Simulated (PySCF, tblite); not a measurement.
# C₆H₁₀O₂SSi: geometry, infrared bands and NMR shifts

What infrared bands and NMR shifts should C₆H₁₀O₂SSi (`CS[C@@H]1CC([SiH2]C=O)=CO1`) show?

Computed with tblite 0.8.0 and PySCF 2.14.0, with density-fitted response routines of our own, on a single molecule in the gas phase. Atoms count from 0, in the outputs and in this text.

### 1 Starting geometry

20 atoms, charge 0, multiplicity 1; geometry from: force field or distance geometry start.

Bonds of the start (Å): C0–S1 1.81, S1–C2 1.81, C2–C3 1.55, C3–C4 1.50, C4–Si5 1.82, Si5–C6 1.88, C6–O7 1.23, C4–C8 1.33, C8–O9 1.37, O9–C2 1.45, C0–H10 1.09, C0–H11 1.10, C0–H12 1.11, C2–H13 1.10, C3–H14 1.10, C3–H15 1.07, Si5–H16 1.48, Si5–H17 1.49, C6–H18 1.11, C8–H19 1.08.

### 2 Optimising the geometry with GFN2-xTB

Job settings and geometry (Å):

```
{"job": {"kind": "relax", "xc": "GFN2-xTB", "basis": "xTB"}, "charge": 0, "multiplicity": 1}
C      2.286800    -0.241500     2.031400
S      3.038000    -0.106100     0.387500
C      1.652200    -0.655900    -0.633400
C      0.539500     0.418000    -0.791900
C     -0.687300    -0.432300    -0.688800
Si    -2.352900     0.212200    -1.023200
C     -2.611800     1.998200    -0.514100
O     -1.716900     2.819000    -0.692900
C     -0.317400    -1.659300    -0.330100
O      1.023400    -1.866200    -0.137200
H      2.990100     0.105200     2.782400
H      2.019000    -1.279900     2.261200
H      1.379500     0.387500     2.110000
H      2.057900    -0.887300    -1.629900
H      0.550500     1.167400     0.018900
H      0.633900     0.931400    -1.731000
H     -2.650500     0.035300    -2.462000
H     -3.329000    -0.655900    -0.306000
H     -3.582600     2.243500    -0.045500
H     -0.927500    -2.522800    -0.127100
```

On the command line:

```bash
$ OMP_NUM_THREADS=1 python probes_run.py task.json out
```

One launch serves the whole session: the jobs run in the order shown.

**Question.** This job is followed by: GFN2-xTB harmonic vibrations, gas phase; GIAO PBE0/pcSseg-1 NMR shielding, non-relativistic, gas phase. Predict these results of the whole session: strongest single infrared mode (GFN2-xTB); zero-point energy (GFN2-xTB); ¹³C shifts against TMS (PBE0/pcSseg-1); ¹H shifts against TMS (PBE0/pcSseg-1, means over atoms taken as alike); ³³S shifts against CS2 (PBE0/pcSseg-1); ²⁹Si shifts against TMS (PBE0/pcSseg-1); ¹⁷O shifts against H2O (PBE0/pcSseg-1).

The runs gave:

```
                                                              quantity                                                value
                             strongest single infrared mode (GFN2-xTB)                                2237 cm⁻¹, 284 km/mol
                                          zero-point energy (GFN2-xTB)                                        89.7 kcal/mol
                                ¹³C shifts against TMS (PBE0/pcSseg-1)             248.3, 163.1, 99.8, 90.5, 44.5, 14.0 ppm
¹H shifts against TMS (PBE0/pcSseg-1, means over atoms taken as alike)  12.35, 6.38, 5.58, 4.70, 4.62, 3.38, 3.36, 2.35 ppm
                                ³³S shifts against CS2 (PBE0/pcSseg-1)                                               77 ppm
                               ²⁹Si shifts against TMS (PBE0/pcSseg-1)                                            -67.5 ppm
                                ¹⁷O shifts against H2O (PBE0/pcSseg-1)                                     927.7, 186.4 ppm
```

Relaxing lowered the energy by 0.394 eV in 161 steps; the close pair that moved most is Si5–C6, from 1.875 to 1.928 Å. All 54 modes are real, so the xTB geometry is a minimum. The strongest single mode, at 2237 cm⁻¹, moves mainly H16. Unscaled tight-binding wavenumbers are off by several per cent, some by more. Its intensities can rank the bands wrongly. At PBE0/pcSseg-1: Shielding is most anisotropic at O7 (span 2054 ppm, paramagnetic term -996 ppm).
